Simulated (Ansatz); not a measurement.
Input of an Ansatz 0.2.0 run:

File input.yaml:

```yaml
crystal:
  lattice:
    - [4.278466, 0.0, 0.0]
    - [0.0, 4.278466, 0.0]
    - [0.0, 0.0, 4.278466]
  atoms:
    - { symbol: Ge, position: [0.5, 0.5, 0.0] }
    - { symbol: Ge, position: [0.5, 0.0, 0.5] }
    - { symbol: Ge, position: [0.0, 0.5, 0.5] }
    - { symbol: Ga, position: [0.0, 0.0, 0.0] }
kpoints:
  mp_grid: { grid: [6, 6, 6] }
scf:
  occupations: { method: fermi_dirac, width: 0.05 }
hamiltonian:
  xc: pbesol
  pseudopotentials: { kind: all_electron, lapw: { basis_error: 0.002 } }
output: {}
phonons:
  method: fd
  supercell: [1, 1, 1]
```

Potentials or basis: all-electron LAPW, scalar-relativistic.

Launch:

```console
$ ansatz run input.yaml --threads 2 --pin off --max-ram 8192MiB --backend cpu --events-out ev --progress --plain --runs-dir out
```

Q: What does it give for the highest phonon frequency at Γ?

A: 120 cm⁻¹.

Q: Predict the most unstable mode.

A: 81i cm⁻¹.

Q: What does it give for the band gap on the k mesh?

A: None (metal or under the smearing width).

Phonon frequencies in cm⁻¹ (negative: imaginary):
```csv
q point,frequencies
"(0.000, 0.000, 0.000)",-81 -81 -81 -36 -36 -36 0 0 0 120 120 120
```

Caveat: a metal's response needs a denser mesh; some modes are imaginary.
